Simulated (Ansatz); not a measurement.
# BH5O3Si: the cost of one run

The runs use Ansatz 0.2.0, Gaussian basis; the settings change from run to run.

**1. The relaxed structure**

The structure was relaxed beforehand with PBE0-D4 in a triple-zeta def2 set.

SMILES `OB(O)O[SiH3]`, 10 atoms, charge 0, spin multiplicity 1.

Atoms are counted from 1 here; the program's logs count them from 0.

Bond lengths: O1–B2 1.365 Å, O1–H6 0.960 Å, B2–O3 1.366 Å, B2–O4 1.365 Å, O3–H7 0.960 Å, O4–Si5 1.653 Å, Si5–H8 1.484 Å, Si5–H9 1.484 Å, Si5–H10 1.482 Å. Angles: B2–O1–H6 112.6°, O1–B2–O3 119.7°, O1–B2–O4 119.4°, O3–B2–O4 120.9°, B2–O3–H7 112.1°, B2–O4–Si5 130.1°, O4–Si5–H8 110.7°, O4–Si5–H9 110.7°, O4–Si5–H10 106.3°, H8–Si5–H9 109.8°, H8–Si5–H10 109.7°, H9–Si5–H10 109.7°.

**2. LC-wPBE/def2-TZVPD**

Contents of in.yaml:

```yaml
crystal:
  periodic: [false, false, false]
  atoms:
    - {symbol: O, position_ang: [-0.910994, -0.508074, -1.338158]}
    - {symbol: B, position_ang: [0.362294, -0.195710, -0.959682]}
    - {symbol: O, position_ang: [1.376314, -0.262981, -1.872214]}
    - {symbol: O, position_ang: [0.603746, 0.180562, 0.329889]}
    - {symbol: Si, position_ang: [-0.434667, 0.338577, 1.605709]}
    - {symbol: H, position_ang: [-0.969803, -0.758467, -2.262659]}
    - {symbol: H, position_ang: [2.222768, -0.021458, -1.490314]}
    - {symbol: H, position_ang: [-1.472620, 1.358173, 1.313138]}
    - {symbol: H, position_ang: [-1.081120, -0.960103, 1.918867]}
    - {symbol: H, position_ang: [0.387181, 0.778482, 2.758324]}
basis:
  gaussian: {orbitals: def2-TZVPD}
hamiltonian: {xc: {name: LC-wPBE}}
output: {forces: true}
```

Run with:

```console
$ ansatz run in.yaml --threads 4 --pin off --events-out ev --progress --plain --max-ram 10444MiB
```

Q: Estimate wall time and peak memory on 4 threads of Arm Neoverse V1, shared host.

About 3.5 s, with a peak of 0.52 GiB.
